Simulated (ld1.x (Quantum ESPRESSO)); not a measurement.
# Ga, PAW: a sweep of the rcutus of the d waves

Aim: generate and test one potential in full, then change the rcutus of the d waves and see what happens to hardness, ghosts and transferability.

Program: ld1.x (Quantum ESPRESSO) 7.5. Reference atom: PBE, scalar-relativistic, spherical and spin-unpolarised. All values are calculated.

1 further run of the same task is left out (it didn't finish).

## Step 1: Starting point

The settings as typed:

```
element                 : gallium (Ga, Z = 31)
type                    : PAW
frozen core             : [Ne]
valence charge          : 21
reference configuration : 3s2 3p6 3d10 4s1.75 4p1.25
partial waves           : 3s (bound): rcut 0.85, rcutus 1.15 bohr; 4s (bound): rcut 0.85, rcutus 1.15 bohr; 3p (bound): rcut 0.95, rcutus 1.05 bohr; 4p (bound): rcut 0.95, rcutus 1.05 bohr; 3d (bound): rcut 1.10, rcutus 1.15 bohr; 3d channel at 0.8 Ry: rcut 1.10, rcutus 1.15 bohr
local potential         : all-electron potential smoothed inside 0.80 bohr (lloc = -1)
core correction         : Bessel-smoothed model core inside 0.55 bohr
augmentation charge     : BESSEL, radius 0.85 bohr
```

An earlier all-electron run gives the scale for the radii.

All-electron outer shells of the reference configuration (PBE, scalar-relativistic, ld1.x):

```tsv
shell	level (eV)	outermost node (bohr)	outermost maximum (bohr)
2s	-1262.81	0.07	0.18
2p	-1099.32	–	0.15
3s	-148.63	0.27	0.56
3p	-99.37	0.24	0.56
3d	-19.65	–	0.53
4s	-9.24	0.81	1.90
4p	-2.78	0.87	2.53
```

## Step 2: The first potential

Input file Ga.in:

```
 &input
   title='Ga', zed=31., rel=1, dft='PBE', iswitch=3,
   config='[Ar] 3d10 4s1.75 4p1.25',
   nld=3, rlderiv=1.25, eminld=-13.0, emaxld=5.0, deld=0.04
 /
 &inputp
   pseudotype=3, lpaw=.true., tm=.true., lloc=-1, rcloc=0.80,
   nlcc=.true., new_core_ps=.true., rcore=0.55,
   which_augfun='BESSEL', rmatch_augfun=0.85,
   file_pseudopw='Ga.UPF', file_wfcaegen='ae.wfc', file_wfcncgen='nc.wfc', file_beta='beta', file_chi='chi', file_wfcusgen='us.wfc'
 /
6
3S  1  0   2.00   0.00  0.85  1.15  0.0
4S  2  0   1.75   0.00  0.85  1.15  0.0
3P  2  1   6.00   0.00  0.95  1.05  0.0
4P  3  1   1.25   0.00  0.95  1.05  0.0
3D  3  2  10.00   0.00  1.10  1.15  0.0
3D  3  2   0.00   0.80  1.10  1.15  0.0
 &test
   configts(1)='3s2 3p6 3d10 4s1.75 4p1.25'
 /
```

On the command line:

```sh
$ ld1.x < Ga.in > Ga.out
```

Output in Ga.out (without the banner and most projector matrices):

```text
     Program LD1 v.7.5
     --------------------------- All-electron run ----------------------------

     Ga
     scalar relativistic calculation

     atomic number is 31.00
     dft =PBE   lsd =0 sic =0 latt =0  beta=0.20 tr2=1.0E-14
     Exchange-correlation= PBE
                           (   1   4   3   4   0   0   0)
     mesh =1205 r(mesh) = 101.09016 a.u. xmin = -7.00 dx = 0.01250
     1 Ry =  13.60569312 eV, c = 137.03599908

     n l     nl                  e(Ry)          e(Ha)          e(eV)
     1 0     1S 1( 2.00)      -751.9260      -375.9630    -10230.4744
     2 0     2S 1( 2.00)       -92.8149       -46.4075     -1262.8116
     2 1     2P 1( 6.00)       -80.7988       -40.3994     -1099.3241
     3 0     3S 1( 2.00)       -10.9242        -5.4621      -148.6319
     3 1     3P 1( 6.00)        -7.3032        -3.6516       -99.3651
     3 2     3D 1(10.00)        -1.4440        -0.7220       -19.6471
     4 0     4S 1( 1.75)        -0.6792        -0.3396        -9.2412
     4 1     4P 1( 1.25)        -0.2046        -0.1023        -2.7832

     final scf error:  5.2E-15 reached in  28 iterations

     Etot =   -3887.761291 Ry,   -1943.880645 Ha,  -52895.687057 eV

     Ekin =    3953.856252 Ry,    1976.928126 Ha,   53794.954815 eV
     Encl =   -9367.937182 Ry,   -4683.968591 Ha, -127457.278500 eV
     Eh   =    1677.226365 Ry,     838.613183 Ha,   22819.827225 eV
     Exc  =    -150.906725 Ry,     -75.453363 Ha,   -2053.190597 eV

     normalization and overlap integrals

     s(1S/1S) =  1.000000  <r> =   0.0486  <r2> =    0.0032  r(max) =   0.0319
     s(2S/2S) =  1.000000  <r> =   0.2178  <r2> =    0.0560  r(max) =   0.1833
     s(2P/2P) =  1.000000  <r> =   0.1907  <r2> =    0.0446  r(max) =   0.1464
     s(3S/3S) =  1.000000  <r> =   0.6518  <r2> =    0.4906  r(max) =   0.5647
     s(3P/3P) =  1.000000  <r> =   0.6791  <r2> =    0.5441  r(max) =   0.5647
     s(3D/3D) =  1.000000  <r> =   0.8095  <r2> =    0.8597  r(max) =   0.5305
     s(4S/4S) =  1.000000  <r> =   2.3289  <r2> =    6.3107  r(max) =   1.8984
     s(4P/4P) =  1.000000  <r> =   3.3636  <r2> =   13.6697  r(max) =   2.5307

     ------------------------ End of All-electron run ------------------------

     --------------------- Generating PAW atomic setup --------------------

      Generating local potential from pseudized AE potential:
      Matching radius rcloc =   0.8000

      Local pseudo, rcloc= 0.791 Estimated cut-off energy=    39.45 Ry

      Computing core charge for nlcc:

       r > 0.55 : true rho core
      Core charge pseudized with two Bessel functions
      Integrated core pseudo-charge :   1.28
      Wfc-us  3S rcutus= 1.151  Estimated cut-off energy=    41.48 Ry
      Wfc-us  4S rcutus= 1.151  Estimated cut-off energy=    85.42 Ry
      Wfc-us  3P rcutus= 1.042  Estimated cut-off energy=    76.79 Ry
      Wfc-us  4P rcutus= 1.042  Estimated cut-off energy=   140.24 Ry
      Wfc-us  3D rcutus= 1.151  Estimated cut-off energy=    87.94 Ry
      Wfc-us  3D rcutus= 1.151  Estimated cut-off energy=   130.62 Ry

     Required augmentation: BESSEL   radius:    0.850000
     Suggested rho cutoff for augmentation: 136.45 Ry

     Estimated PAW energy = -618.019313 Ryd

     The PAW screened D coefficients
    13.17474     9.58285     0.00000     0.00000     0.00000     0.00000
     9.58285     4.97313     0.00000     0.00000     0.00000     0.00000
     0.00000     0.00000    -0.29473     0.80356     0.00000     0.00000
     0.00000     0.00000     0.80356     0.16934     0.00000     0.00000
     0.00000     0.00000     0.00000     0.00000    -2.21655    -1.11587
     0.00000     0.00000     0.00000     0.00000    -1.11587    -0.65316

     The PAW descreened D coefficients (US)
     9.39593     1.22688     0.00000     0.00000     0.00000     0.00000
     1.22688    -0.54857     0.00000     0.00000     0.00000     0.00000
     0.00000     0.00000     5.95310    -0.20400     0.00000     0.00000
     0.00000     0.00000    -0.20400    -0.54859     0.00000     0.00000
     0.00000     0.00000     0.00000     0.00000    13.07274     7.83117
     0.00000     0.00000     0.00000     0.00000     7.83117     4.62345

     ------------------- End of pseudopotential generation -------------------

     [... the all-electron block is printed once more ...]


     Computing logarithmic derivative in   1.24892
     Computing logarithmic derivative in   1.24892
     Computing the partial wave expansion
     R is outside the sphere for l=    0 j= 0.00
     R is outside the sphere for l=    0 j= 0.00
     R is outside the sphere for l=    1 j= 0.00
     R is outside the sphere for l=    1 j= 0.00
     R is outside the sphere for l=    2 j= 0.00
     R is outside the sphere for l=    2 j= 0.00

     ---------------------- Testing the pseudopotential ----------------------

     Ga
     scalar relativistic calculation

     atomic number is 31.00   valence charge is 21.00
     dft = SLA  PW   PBX  PBC   lsd =0 sic =0 latt =0  beta=0.20 tr2=1.0E-14
     mesh =1205 r(mesh) = 101.09016 xmin = -7.00 dx = 0.01250

     n l     nl             e AE (Ry)        e PS (Ry)    De AE-PS (Ry)
     1 0     3S   1( 2.00)      -10.92424      -10.92417       -0.00007
     2 1     3P   1( 6.00)       -7.30320       -7.30312       -0.00008
     3 2     3D   1(10.00)       -1.44404       -1.44396       -0.00008
     2 0     4S   1( 1.75)       -0.67921       -0.67921       -0.00000
     3 1     4P   1( 1.25)       -0.20456       -0.20455       -0.00001

     eps = 2.6E-15  iter =  6

     Etot =   -3887.761291 Ry,   -1943.880645 Ha,  -52895.687057 eV
     Etotps =  -618.019092 Ry,    -309.009546 Ha,   -8408.578104 eV

     Ekin =     571.878765 Ry,     285.939383 Ha,    7780.806983 eV
     Encl =   -1489.831705 Ry,    -744.915852 Ha,  -20270.192983 eV
     Ehrt =     450.840844 Ry,     225.420422 Ha,    6134.002165 eV
     Ecxc =    -150.906995 Ry,     -75.453498 Ha,   -2053.194269 eV
     (Ecc =      -3.438010 Ry,      -1.719005 Ha,     -46.776511 eV)

     ---------------------- End of pseudopotential test ----------------------
```

It took 1.5 s on 1 thread, shared host. (Generation and the later configuration tests together.)

Partial waves on a coarse radial grid (AE all-electron, PS pseudo):

```csv
r (bohr),3s AE,3s PS,3d AE,3d PS
0.057,0.0904,0.2400,0.0393,0.0014
0.115,-0.6279,0.4758,0.1919,0.0111
0.172,-0.7011,0.6910,0.4019,0.0358
0.230,-0.3243,0.8862,0.6166,0.0811
0.288,0.1962,1.0513,0.7983,0.1486
0.345,0.6657,1.1799,0.9329,0.2350
0.402,1.0201,1.2726,1.0238,0.3369
0.460,1.2490,1.3293,1.0765,0.4493
0.518,1.3616,1.3490,1.0965,0.5619
0.575,1.3845,1.3351,1.0919,0.6641
0.632,1.3464,1.2922,1.0701,0.7504
0.690,1.2671,1.2238,1.0356,0.8159
0.747,1.1664,1.1383,0.9940,0.8552
0.805,1.0533,1.0387,0.9470,0.8696
0.862,0.9400,0.9345,0.8984,0.8612
0.920,0.8283,0.8275,0.8482,0.8344
0.977,0.7252,0.7259,0.7992,0.7958
1.035,0.6291,0.6296,0.7505,0.7504
1.092,0.5439,0.5440,0.7043,0.7044
1.150,0.4667,0.4667,0.6592,0.6592
1.208,0.3989,0.3989,0.6164,0.6164
1.265,0.3407,0.3407,0.5765,0.5765
1.322,0.2901,0.2901,0.5388,0.5388
1.380,0.2458,0.2458,0.5027,0.5027
1.438,0.2077,0.2077,0.4689,0.4689
1.495,0.1757,0.1757,0.4377,0.4377
```

## Step 3: Transferability test

Input file Ga.test.in:

```
 &input
   title='Ga', zed=31., rel=1, dft='PBE', iswitch=2,
   config='[Ar] 3d10 4s1.75 4p1.25'
 /
 &test
   file_pseudo='Ga.UPF', nconf=8,
   configts(1)='3s2 3p6 3d10 4s1.75 4p1.25',
   configts(2)='3s2 3p6 3d10 4s2 4p1',
   configts(3)='3s2 3p6 3d10 4s2 4p0',
   configts(4)='3s2 3p6 3d10 4s1 4p0',
   configts(5)='3s2 3p6 3d10 4s0 4p3',
   configts(6)='3s2 3p6 3d10 4s0 4p0',
   configts(7)='3s2 3p6 3d10 4s2 4p1.3',
   configts(8)='3s2 3p6 3d10 4s1 4p1'
 /
```

On the command line:

```sh
$ ld1.x < Ga.test.in > Ga.test.out
```

Ga.test.out, the pseudopotential blocks:

```text
     ---------------------- Testing the pseudopotential ----------------------

     Ga
     scalar relativistic calculation

     atomic number is 31.00   valence charge is 21.00
     dft =SLA  PW   PBX  PBC   lsd =0 sic =0 latt =0  beta=0.20 tr2=1.0E-14
     mesh =1205 r(mesh) = 101.09016 xmin = -7.00 dx = 0.01250

     n l     nl             e AE (Ry)        e PS (Ry)    De AE-PS (Ry)
     1 0     3S   1( 2.00)      -10.92424      -10.92417       -0.00007
     2 1     3P   1( 6.00)       -7.30320       -7.30312       -0.00008
     3 2     3D   1(10.00)       -1.44404       -1.44396       -0.00008
     2 0     4S   1( 1.75)       -0.67921       -0.67921       -0.00000
     3 1     4P   1( 1.25)       -0.20456       -0.20455       -0.00001

     eps = 2.6E-15  iter =  6

     Etot =   -3887.761291 Ry,   -1943.880645 Ha,  -52895.687057 eV
     Etotps =  -618.019092 Ry,    -309.009546 Ha,   -8408.578104 eV

     Ekin =     571.878765 Ry,     285.939383 Ha,    7780.806983 eV
     Encl =   -1489.831705 Ry,    -744.915852 Ha,  -20270.192983 eV
     Ehrt =     450.840844 Ry,     225.420422 Ha,    6134.002165 eV
     Ecxc =    -150.906995 Ry,     -75.453498 Ha,   -2053.194269 eV
     (Ecc =      -3.438010 Ry,      -1.719005 Ha,     -46.776511 eV)

     ---------------------- End of pseudopotential test ----------------------

     ---------------------- Testing the pseudopotential ----------------------

     Ga
     scalar relativistic calculation

     atomic number is 31.00   valence charge is 21.00
     dft =SLA  PW   PBX  PBC   lsd =0 sic =0 latt =0  beta=0.20 tr2=1.0E-14
     mesh =1205 r(mesh) = 101.09016 xmin = -7.00 dx = 0.01250

     n l     nl             e AE (Ry)        e PS (Ry)    De AE-PS (Ry)
     1 0     3S   1( 2.00)      -10.88704      -10.88696       -0.00008
     2 1     3P   1( 6.00)       -7.26602       -7.26589       -0.00013
     3 2     3D   1(10.00)       -1.40782       -1.40773       -0.00009
     2 0     4S   1( 2.00)       -0.65769       -0.65770        0.00001
     3 1     4P   1( 1.00)       -0.18956       -0.18954       -0.00002

     eps = 7.8E-15  iter = 12

     Etot =   -3887.879138 Ry,   -1943.939569 Ha,  -52897.290452 eV
     Etotps =  -618.136957 Ry,    -309.068478 Ha,   -8410.181741 eV
     dEtot_ae =      -0.117847 Ry
     dEtot_ps =      -0.117865 Ry,   Delta E=       0.000018 Ry

     Ekin =     572.033869 Ry,     286.016934 Ha,    7782.917271 eV
     Encl =   -1490.799020 Ry,    -745.399510 Ha,  -20283.353970 eV
     Ehrt =     451.568566 Ry,     225.784283 Ha,    6143.903337 eV
     Ecxc =    -150.940372 Ry,     -75.470186 Ha,   -2053.648379 eV
     (Ecc =      -3.438010 Ry,      -1.719005 Ha,     -46.776511 eV)

     ---------------------- End of pseudopotential test ----------------------

     ---------------------- Testing the pseudopotential ----------------------

     Ga
     scalar relativistic calculation

     atomic number is 31.00   valence charge is 21.00
     dft =SLA  PW   PBX  PBC   lsd =0 sic =0 latt =0  beta=0.20 tr2=1.0E-14
     mesh =1205 r(mesh) = 101.09016 xmin = -7.00 dx = 0.01250

     n l     nl             e AE (Ry)        e PS (Ry)    De AE-PS (Ry)
     1 0     3S   1( 2.00)      -11.49565      -11.49556       -0.00009
     2 1     3P   1( 6.00)       -7.87490       -7.87472       -0.00018
     3 2     3D   1(10.00)       -2.01549       -2.01537       -0.00012
     2 0     4S   1( 2.00)       -1.20034       -1.20035        0.00001
     3 1     4P   1( 0.00)       -0.66647       -0.66643       -0.00004

     eps = 5.3E-16  iter = 10

     Etot =   -3887.461073 Ry,   -1943.730537 Ha,  -52891.602393 eV
     Etotps =  -617.718867 Ry,    -308.859434 Ha,   -8404.493347 eV
     dEtot_ae =       0.300217 Ry
     dEtot_ps =       0.300224 Ry,   Delta E=      -0.000007 Ry

     Ekin =     571.631449 Ry,     285.815725 Ha,    7777.442081 eV
     Encl =   -1477.968921 Ry,    -738.984461 Ha,  -20108.791585 eV
     Ehrt =     439.198087 Ry,     219.599044 Ha,    5975.594393 eV
     Ecxc =    -150.579483 Ry,     -75.289741 Ha,   -2048.738236 eV
     (Ecc =      -3.438010 Ry,      -1.719005 Ha,     -46.776511 eV)

     ---------------------- End of pseudopotential test ----------------------

     ---------------------- Testing the pseudopotential ----------------------

     Ga
     scalar relativistic calculation

     atomic number is 31.00   valence charge is 21.00
     dft =SLA  PW   PBX  PBC   lsd =0 sic =0 latt =0  beta=0.20 tr2=1.0E-14
     mesh =1205 r(mesh) = 101.09016 xmin = -7.00 dx = 0.01250

     n l     nl             e AE (Ry)        e PS (Ry)    De AE-PS (Ry)
     1 0     3S   1( 2.00)      -12.38148      -12.38150        0.00002
     2 1     3P   1( 6.00)       -8.76072       -8.76082        0.00010
     3 2     3D   1(10.00)       -2.89274       -2.89271       -0.00003
     2 0     4S   1( 1.00)       -1.91606       -1.91603       -0.00002
     3 1     4P   1( 0.00)       -1.30377       -1.30376       -0.00001

     eps = 5.9E-15  iter = 10

     Etot =   -3885.908206 Ry,   -1942.954103 Ha,  -52870.474558 eV
     Etotps =  -616.165839 Ry,    -308.082919 Ha,   -8383.363318 eV
     dEtot_ae =       1.853084 Ry
     dEtot_ps =       1.853253 Ry,   Delta E=      -0.000168 Ry

     Ekin =     569.866635 Ry,     284.933317 Ha,    7753.430551 eV
     Encl =   -1458.114106 Ry,    -729.057053 Ha,  -19838.653068 eV
     Ehrt =     422.097233 Ry,     211.048616 Ha,    5742.925418 eV
     Ecxc =    -150.015600 Ry,     -75.007800 Ha,   -2041.066219 eV
     (Ecc =      -3.438010 Ry,      -1.719005 Ha,     -46.776511 eV)

     ---------------------- End of pseudopotential test ----------------------

     ---------------------- Testing the pseudopotential ----------------------

     Ga
     scalar relativistic calculation

     atomic number is 31.00   valence charge is 21.00
     dft =SLA  PW   PBX  PBC   lsd =0 sic =0 latt =0  beta=0.20 tr2=1.0E-14
     mesh =1205 r(mesh) = 101.09016 xmin = -7.00 dx = 0.01250

     n l     nl             e AE (Ry)        e PS (Ry)    De AE-PS (Ry)
     1 0     3S   1( 2.00)      -11.15834      -11.15819       -0.00015
     2 1     3P   1( 6.00)       -7.53707       -7.53722        0.00015
     3 2     3D   1(10.00)       -1.67078       -1.67067       -0.00012
     2 0     4S   1( 0.00)       -0.80735       -0.80722       -0.00013
     3 1     4P   1( 3.00)       -0.29537       -0.29536       -0.00001

     eps = 1.5E-16  iter = 16

     Etot =   -3886.896388 Ry,   -1943.448194 Ha,  -52883.919461 eV
     Etotps =  -617.154200 Ry,    -308.577100 Ha,   -8396.810652 eV
     dEtot_ae =       0.864902 Ry
     dEtot_ps =       0.864892 Ry,   Delta E=       0.000011 Ry

     Ekin =     570.710335 Ry,     285.355167 Ha,    7764.909675 eV
     Encl =   -1483.487425 Ry,    -741.743713 Ha,  -20183.874663 eV
     Ehrt =     446.336201 Ry,     223.168101 Ha,    6072.713381 eV
     Ecxc =    -150.713310 Ry,     -75.356655 Ha,   -2050.559045 eV
     (Ecc =      -3.438010 Ry,      -1.719005 Ha,     -46.776511 eV)

     ---------------------- End of pseudopotential test ----------------------

     ---------------------- Testing the pseudopotential ----------------------

     Ga
     scalar relativistic calculation

     atomic number is 31.00   valence charge is 21.00
     dft =SLA  PW   PBX  PBC   lsd =0 sic =0 latt =0  beta=0.20 tr2=1.0E-14
     mesh =1205 r(mesh) = 101.09016 xmin = -7.00 dx = 0.01250

     n l     nl             e AE (Ry)        e PS (Ry)    De AE-PS (Ry)
     1 0     3S   1( 2.00)      -13.35950      -13.35955        0.00005
     2 1     3P   1( 6.00)       -9.73803       -9.73842        0.00038
     3 2     3D   1(10.00)       -3.85756       -3.85755       -0.00002
     2 0     4S   1( 0.00)       -2.68834       -2.68818       -0.00016
     3 1     4P   1( 0.00)       -1.99942       -1.99946        0.00003

     eps = 2.2E-15  iter = 11

     Etot =   -3883.609747 Ry,   -1941.804873 Ha,  -52839.202424 eV
     Etotps =  -613.867230 Ry,    -306.933615 Ha,   -8352.089150 eV
     dEtot_ae =       4.151544 Ry
     dEtot_ps =       4.151862 Ry,   Delta E=      -0.000318 Ry

     Ekin =     567.249768 Ry,     283.624884 Ha,    7717.826263 eV
     Encl =   -1435.764840 Ry,    -717.882420 Ha,  -19534.575813 eV
     Ehrt =     404.085244 Ry,     202.042622 Ha,    5497.859826 eV
     Ecxc =    -149.437402 Ry,     -74.718701 Ha,   -2033.199426 eV
     (Ecc =      -3.438010 Ry,      -1.719005 Ha,     -46.776511 eV)

     ---------------------- End of pseudopotential test ----------------------

     ---------------------- Testing the pseudopotential ----------------------

     Ga
     scalar relativistic calculation

     atomic number is 31.00   valence charge is 21.00
     dft =SLA  PW   PBX  PBC   lsd =0 sic =0 latt =0  beta=0.20 tr2=1.0E-14
     mesh =1205 r(mesh) = 101.09016 xmin = -7.00 dx = 0.01250

     n l     nl             e AE (Ry)        e PS (Ry)    De AE-PS (Ry)
     1 0     3S   1( 2.00)      -10.74610      -10.74602       -0.00008
     2 1     3P   1( 6.00)       -7.12502       -7.12491       -0.00012
     3 2     3D   1(10.00)       -1.26683       -1.26675       -0.00008
     2 0     4S   1( 2.00)       -0.52577       -0.52577        0.00001
     3 1     4P   1( 1.30)       -0.07511       -0.07510       -0.00001

     eps = 5.3E-15  iter = 11

     Etot =   -3887.918382 Ry,   -1943.959191 Ha,  -52897.824395 eV
     Etotps =  -618.176196 Ry,    -309.088098 Ha,   -8410.715613 eV
     dEtot_ae =      -0.157091 Ry
     dEtot_ps =      -0.157104 Ry,   Delta E=       0.000013 Ry

     Ekin =     572.063603 Ry,     286.031802 Ha,    7783.321832 eV
     Encl =   -1493.743713 Ry,    -746.871856 Ha,  -20323.418562 eV
     Ehrt =     454.526195 Ry,     227.263097 Ha,    6184.143919 eV
     Ecxc =    -151.022280 Ry,     -75.511140 Ha,   -2054.762803 eV
     (Ecc =      -3.438010 Ry,      -1.719005 Ha,     -46.776511 eV)

     ---------------------- End of pseudopotential test ----------------------

     ---------------------- Testing the pseudopotential ----------------------

     Ga
     scalar relativistic calculation

     atomic number is 31.00   valence charge is 21.00
     dft =SLA  PW   PBX  PBC   lsd =0 sic =0 latt =0  beta=0.20 tr2=1.0E-14
     mesh =1205 r(mesh) = 101.09016 xmin = -7.00 dx = 0.01250

     n l     nl             e AE (Ry)        e PS (Ry)    De AE-PS (Ry)
     1 0     3S   1( 2.00)      -11.63431      -11.63426       -0.00005
     2 1     3P   1( 6.00)       -8.01339       -8.01344        0.00005
     3 2     3D   1(10.00)       -2.14975       -2.14969       -0.00006
     2 0     4S   1( 1.00)       -1.28054       -1.28049       -0.00005
     3 1     4P   1( 1.00)       -0.73071       -0.73070       -0.00001

     eps = 8.3E-15  iter = 12

     Etot =   -3886.919219 Ry,   -1943.459609 Ha,  -52884.230082 eV
     Etotps =  -617.176957 Ry,    -308.588478 Ha,   -8397.120279 eV
     dEtot_ae =       0.842072 Ry
     dEtot_ps =       0.842135 Ry,   Delta E=      -0.000063 Ry

     Ekin =     570.921045 Ry,     285.460522 Ha,    7767.776530 eV
     Encl =   -1474.202500 Ry,    -737.101250 Ha,  -20057.546811 eV
     Ehrt =     436.550482 Ry,     218.275241 Ha,    5939.571890 eV
     Ecxc =    -150.445984 Ry,     -75.222992 Ha,   -2046.921888 eV
     (Ecc =      -3.438010 Ry,      -1.719005 Ha,     -46.776511 eV)

     ---------------------- End of pseudopotential test ----------------------
```

The tests as a table, with energies relative to 3s2 3p6 3d10 4s1.75 4p1.25.

| valence configuration | charge | ΔE all-electron (eV) | error AE − PS (meV) |
| --- | --- | --- | --- |
| 3s2 3p6 3d10 4s2 4p1 | 0 | -1.603 | +0.2 |
| 3s2 3p6 3d10 4s2 4p0 | +1 | 4.085 | -0.1 |
| 3s2 3p6 3d10 4s1 4p0 | +2 | 25.212 | -2.3 |
| 3s2 3p6 3d10 4s0 4p3 | 0 | 11.768 | +0.1 |
| 3s2 3p6 3d10 4s0 4p0 | +3 | 56.485 | -4.3 |
| 3s2 3p6 3d10 4s2 4p1.3 | -0.3 | -2.137 | +0.2 |
| 3s2 3p6 3d10 4s1 4p1 | +1 | 11.457 | -0.9 |

[end of part 1 of 2]
